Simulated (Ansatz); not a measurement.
**BH3OSeSi: up Jacob's ladder to CCSD(T)**

An exercise on one series of results from a longer session: the logs are not shown, and one member is left open.

The runs use Ansatz 0.2.0, Gaussian basis; functionals in def2-TZVPP, the program's frozen cores in correlated methods.

The runs, in order: LDA (SPW92), PBE-D4, revPBE-D4, BLYP-D4, r2SCAN-D4, B97M-V, PBE0-D4, B3LYP-D4, r2SCANh-D4, r2SCAN0-D4, HSE06-D4, BHLYP-D4, CAM-B3LYP-D4, LC-ωPBE, ωB97X-V, ωB97M-V, B2PLYP, PBE-QIDH; CCSD(T)/def2-SVP; CCSD(T)/def2-TZVPP; MP2/def2-QZVPP; extrapolation to the limit; RPA on PBE.

## The geometry

An earlier PBE0-D4 in a triple-zeta def2 set relaxation fixed the geometry.

SMILES `[SeH][SiH]1BO1`, 7 atoms, charge 0, spin multiplicity 1.

Atoms are counted from 1 here; the program's logs count them from 0.

Bond lengths: Se1–Si2 2.255 Å, Se1–H5 1.470 Å, Si2–B3 1.896 Å, Si2–O4 1.752 Å, Si2–H6 1.479 Å, B3–O4 1.341 Å, B3–H7 1.189 Å. Angles: Si2–Se1–H5 93.6°, Se1–Si2–B3 124.1°, Se1–Si2–O4 115.8°, Se1–Si2–H6 110.0°, B3–Si2–O4 42.9°, B3–Si2–H6 125.6°, O4–Si2–H6 109.3°, Si2–B3–O4 62.8°, Si2–B3–H7 165.4°, O4–B3–H7 131.8°, Si2–O4–B3 74.3°.

The first run:

Contents of in.yaml:

```yaml
crystal:
  periodic: [false, false, false]
  atoms:
    - {symbol: Se, position_ang: [-1.351258, 0.707568, -1.603173]}
    - {symbol: Si, position_ang: [0.129227, 0.417880, 0.072921]}
    - {symbol: B, position_ang: [1.320209, -1.052129, 0.197178]}
    - {symbol: O, position_ang: [0.137575, -1.167097, 0.818765]}
    - {symbol: H, position_ang: [-2.336666, 1.377367, -0.742631]}
    - {symbol: H, position_ang: [-0.077914, 1.447855, 1.113540]}
    - {symbol: H, position_ang: [2.240027, -1.799445, 0.097801]}
basis:
  gaussian: {orbitals: def2-TZVPP}
hamiltonian: {xc: lda}
output: {orbitals: {seedname: orbitals}}
```

On the command line:

```bash
ansatz run in.yaml --threads 2 --pin off --events-out ev --progress --plain --max-ram 4352MiB
```

Steps of the session up to this table: LDA; PBE-D4 (GGA); revPBE-D4 (GGA); BLYP-D4 (GGA); r2SCAN-D4 (meta-GGA); B97M-V (meta-GGA); PBE0-D4 (hybrid); B3LYP-D4 (hybrid); r2SCANh-D4 (hybrid); r2SCAN0-D4 (hybrid); HSE06-D4 (hybrid); BHLYP-D4 (hybrid); CAM-B3LYP-D4 (range-separated); LC-ωPBE (range-separated); ωB97X-V (range-separated); ωB97M-V (range-separated); B2PLYP (double hybrid); PBE-QIDH (double hybrid).

One of the session's tables, all rows but one given; the rest of the session is left out.

It belongs to the step «Orbital energies across the functionals». 

| functional | HOMO (eV) | gap (eV) |
| --- | --- | --- |
| LDA (SPW92) | -6.08 | 3.58 |
| PBE-D4 | -5.94 | 3.69 |
| revPBE-D4 | -5.88 | 3.73 |
| BLYP-D4 | -5.79 | 3.71 |
| r2SCAN-D4 | -6.15 | 4.17 |
| B97M-V | -6.19 | 4.19 |
| PBE0-D4 | -7.07 | 5.80 |
| B3LYP-D4 | -6.87 | 5.39 |
| r2SCANh-D4 | -6.57 | 4.95 |
| r2SCAN0-D4 | -7.21 | 6.09 |
| HSE06-D4 | -6.68 | 5.02 |
| BHLYP-D4 | -8.10 | 7.84 |
| CAM-B3LYP-D4 | -8.36 | 8.22 |
| LC-ωPBE | ? | ? |
| ωB97X-V | -9.33 | 10.25 |
| ωB97M-V | -9.17 | 9.87 |

Q: Estimate the row for LC-ωPBE from the others.

As computed: HOMO (eV): -9.67; gap (eV): 10.70. In the column «HOMO (eV)» it is the lowest.
